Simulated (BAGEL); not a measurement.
**C4H3B (SMILES C#CBC#C): RI-MP2/def2-SVP (density fitting with qzvpp-jkfit)**

What is the energy change on altering one bond length of C4H3B at RI-MP2/def2-SVP (density fitting with qzvpp-jkfit)? 

The results are computed with BAGEL 1.2.2.

2 further runs of the same task are left out: 2 that didn't finish.

## (1) The system as given

The species is C4H3B (8 atoms), meant as a singlet with charge 0. SMILES: `C#CBC#C`. The shape is that of a GFN2-xTB optimisation.

Bond lengths: C1–C2 1.206 Å, C2–B3 1.504 Å, B3–C4 1.505 Å, C4–C5 1.206 Å, C1–H6 1.052 Å, B3–H7 1.172 Å, C5–H8 1.052 Å. Angles: C1–C2–B3 179.7°, C2–B3–C4 118.9°, B3–C4–C5 179.9°, C2–C1–H6 179.8°, C2–B3–H7 120.6°, C4–B3–H7 120.5°, C4–C5–H8 179.9°.

## (2) The energy at RI-MP2/def2-SVP (density fitting with qzvpp-jkfit)

Input file job.json:

```json
{ "bagel" : [

{
  "title" : "molecule",
  "basis" : "svp",
  "df_basis" : "qzvpp-jkfit",
  "angstrom" : true,
  "geometry" : [
    { "atom" : "C", "xyz" : [       0.041030,       1.945390,       1.388390 ] },
    { "atom" : "C", "xyz" : [       0.393200,       0.985860,       0.748600 ] },
    { "atom" : "B", "xyz" : [       0.837240,      -0.212670,      -0.044780 ] },
    { "atom" : "C", "xyz" : [      -0.199060,      -1.034970,      -0.761400 ] },
    { "atom" : "C", "xyz" : [      -1.028900,      -1.694440,      -1.336390 ] },
    { "atom" : "H", "xyz" : [      -0.263480,       2.783230,       1.947260 ] },
    { "atom" : "H", "xyz" : [       1.971960,      -0.502160,      -0.102500 ] },
    { "atom" : "H", "xyz" : [      -1.751990,      -2.270240,      -1.839170 ] }
  ]
},

{
  "title" : "hf"
},

{
  "title" : "mp2",
  "ncore" : 5
}

]}
```

Run with:

```
BAGEL_NUM_THREADS=1 BAGEL job.json > job.out
```

Standard output:

```text
* using 1 threads per process

  ===============================================================
  ===============================================================

  *** Geometry ***

  { "atom" : "C", "xyz" : [      0.077535,      3.676254,      2.623677 ] },
  { "atom" : "C", "xyz" : [      0.743040,      1.863005,      1.414649 ] },
  { "atom" : "B", "xyz" : [      1.582154,     -0.401888,     -0.084622 ] },
  { "atom" : "C", "xyz" : [     -0.376169,     -1.955810,     -1.438837 ] },
  { "atom" : "C", "xyz" : [     -1.944339,     -3.202028,     -2.525411 ] },
  { "atom" : "H", "xyz" : [     -0.497905,      5.259542,      3.679788 ] },
  { "atom" : "H", "xyz" : [      3.726464,     -0.948945,     -0.193697 ] },
  { "atom" : "H", "xyz" : [     -3.310781,     -4.290132,     -3.475528 ] },

  Number of auxiliary basis functions:      429

  Since a DF basis is specified, we compute 2- and 3-index integrals:
    o Being stored without compression. Storage requirement is 0.025 GB

  Number of basis functions:       85
  Number of electrons      :       32

    * METHOD: MOLECULE                             0.15

  *** RHF ***

  === Nuclear Repulsion ===
   106.0738963679

      * DIIS with orbital gradients will be used.

  === RHF iteration (svp) ===
      0       -177.51614856          0.01426720           0.03
      1       -177.62845511          0.00679436           0.03
      2       -177.64582915          0.00252370           0.03
      3       -177.64863405          0.00102931           0.03
      4       -177.64912569          0.00012375           0.03
      5       -177.64915246          0.00006508           0.03
      6       -177.64916288          0.00002610           0.03
      7       -177.64916454          0.00000870           0.03
      8       -177.64916469          0.00000231           0.03
      9       -177.64916469          0.00000106           0.03
     10       -177.64916469          0.00000028           0.03
     11       -177.64916469          0.00000007           0.03
     12       -177.64916469          0.00000003           0.03
     13       -177.64916469          0.00000002           0.03
     14       -177.64916469          0.00000001           0.03
    * SCF iteration converged.

    * Permanent dipole moment:
           (    0.317303,    -0.081478,    -0.017845) a.u.

    * METHOD: HF                                   0.61

  *** RHF ***

  === Nuclear Repulsion ===
   106.0738963679

      * DIIS with orbital gradients will be used.

  === RHF iteration (svp) ===
      0       -177.64916469          0.00000001           0.03
    * SCF iteration converged.

    * Permanent dipole moment:
           (    0.317303,    -0.081478,    -0.017846) a.u.

  === DF-MP2 calculation ===

    * freezing 5 orbitals
    * 3-index integral transformation done
    * assembly done

      MP2 correlation energy:   -0.5674574341      0.03

      MP2 total energy:       -178.2166221258

    * METHOD: MP2                                  0.10

  ===============================================================
```

Wall time 1 s (1 thread of Arm Neoverse V2, shared host); peak memory 0.1 GiB.

## (3) The distorted shape

Input file mp2.json:

```json
{ "bagel": [

{
  "title": "molecule",
  "basis": "svp",
  "df_basis": "qzvpp-jkfit",
  "angstrom": "true",
  "geometry": [
    { "atom": "C", "xyz": [    0.193274,    1.526500,    1.108975 ] },
    { "atom": "C", "xyz": [    0.545444,    0.566970,    0.469185 ] },
    { "atom": "B", "xyz": [    0.989484,   -0.631560,   -0.324195 ] },
    { "atom": "C", "xyz": [   -0.046816,   -1.453860,   -1.040815 ] },
    { "atom": "C", "xyz": [   -0.876656,   -2.113330,   -1.615805 ] },
    { "atom": "H", "xyz": [   -0.263480,    2.783230,    1.947260 ] },
    { "atom": "H", "xyz": [    2.124204,   -0.921050,   -0.381915 ] },
    { "atom": "H", "xyz": [   -1.599746,   -2.689130,   -2.118585 ] }
  ]
},
{
  "title": "hf"
},
{
  "title": "mp2",
  "ncore": 5
}

]}
```

Run with:

```
BAGEL_NUM_THREADS=1 BAGEL mp2.json > mp2.out
```

Standard output:

```text
* using 1 threads per process

  ===============================================================
  ===============================================================

  *** Geometry ***

  { "atom" : "C", "xyz" : [      0.365235,      2.884667,      2.095659 ] },
  { "atom" : "C", "xyz" : [      1.030740,      1.071418,      0.886631 ] },
  { "atom" : "B", "xyz" : [      1.869854,     -1.193475,     -0.612640 ] },
  { "atom" : "C", "xyz" : [     -0.088469,     -2.747397,     -1.966855 ] },
  { "atom" : "C", "xyz" : [     -1.656640,     -3.993615,     -3.053429 ] },
  { "atom" : "H", "xyz" : [     -0.497905,      5.259542,      3.679788 ] },
  { "atom" : "H", "xyz" : [      4.014164,     -1.740532,     -0.721715 ] },
  { "atom" : "H", "xyz" : [     -3.023082,     -5.081719,     -4.003545 ] },

  Number of auxiliary basis functions:      429

  Since a DF basis is specified, we compute 2- and 3-index integrals:
    o Being stored without compression. Storage requirement is 0.025 GB

  Number of basis functions:       85
  Number of electrons      :       32

    * METHOD: MOLECULE                             0.15

  *** RHF ***

  === Nuclear Repulsion ===
   104.5873894840

      * DIIS with orbital gradients will be used.

  === RHF iteration (svp) ===
      0       -177.38944310          0.01556117           0.03
      1       -177.52019611          0.00858370           0.03
      2       -177.55080291          0.00280290           0.03
      3       -177.55455747          0.00114108           0.03
      4       -177.55523224          0.00014981           0.03
      5       -177.55526612          0.00007503           0.03
      6       -177.55527578          0.00004145           0.03
      7       -177.55527949          0.00001784           0.03
      8       -177.55528026          0.00000519           0.03
      9       -177.55528030          0.00000249           0.03
     10       -177.55528031          0.00000084           0.03
     11       -177.55528031          0.00000024           0.03
     12       -177.55528031          0.00000014           0.03
     13       -177.55528031          0.00000009           0.03
     14       -177.55528031          0.00000005           0.03
     15       -177.55528031          0.00000002           0.03
     16       -177.55528031          0.00000001           0.03
    * SCF iteration converged.

    * Permanent dipole moment:
           (    0.383064,    -0.285766,    -0.155136) a.u.

    * METHOD: HF                                   0.68

  *** RHF ***

  === Nuclear Repulsion ===
   104.5873894840

      * DIIS with orbital gradients will be used.

  === RHF iteration (svp) ===
      0       -177.55528031          0.00000001           0.03
    * SCF iteration converged.

    * Permanent dipole moment:
           (    0.383064,    -0.285767,    -0.155137) a.u.

  === DF-MP2 calculation ===

    * freezing 5 orbitals
    * 3-index integral transformation done
    * assembly done

      MP2 correlation energy:   -0.5772441953      0.03

      MP2 total energy:       -178.1325245034

    * METHOD: MP2                                  0.10

  ===============================================================
```

Wall time 1.1 s (1 thread of Arm Neoverse V2, shared host); peak memory 0.1 GiB.

## (4) What came out

Level: RI-MP2/def2-SVP (density fitting with qzvpp-jkfit), 5 core orbitals frozen.

| quantity | value |
| --- | --- |
| first shape: total energy | -178.21662 Eh |
| first shape: correlation energy (5 core orbitals frozen) | -567.5 mEh |
| distorted shape: total energy | -178.13252 Eh |
| distorted shape: correlation energy (5 core orbitals frozen) | -577.2 mEh |
| energy change with the C1–H6 bond stretched from 1.052 to 1.578 Å | 2.288 eV |

One bond (distorted shape) is far stretched, which a spin-restricted single reference describes badly; perturbation theory on it can break down and give far too much correlation. With the C1–H6 bond stretched from 1.052 to 1.578 Å the energy rises by 2.29 eV (53 kcal/mol). The first shape isn't relaxed at this level, so the change isn't measured from a minimum. A restricted reference can't describe the breaking bond well at this length.
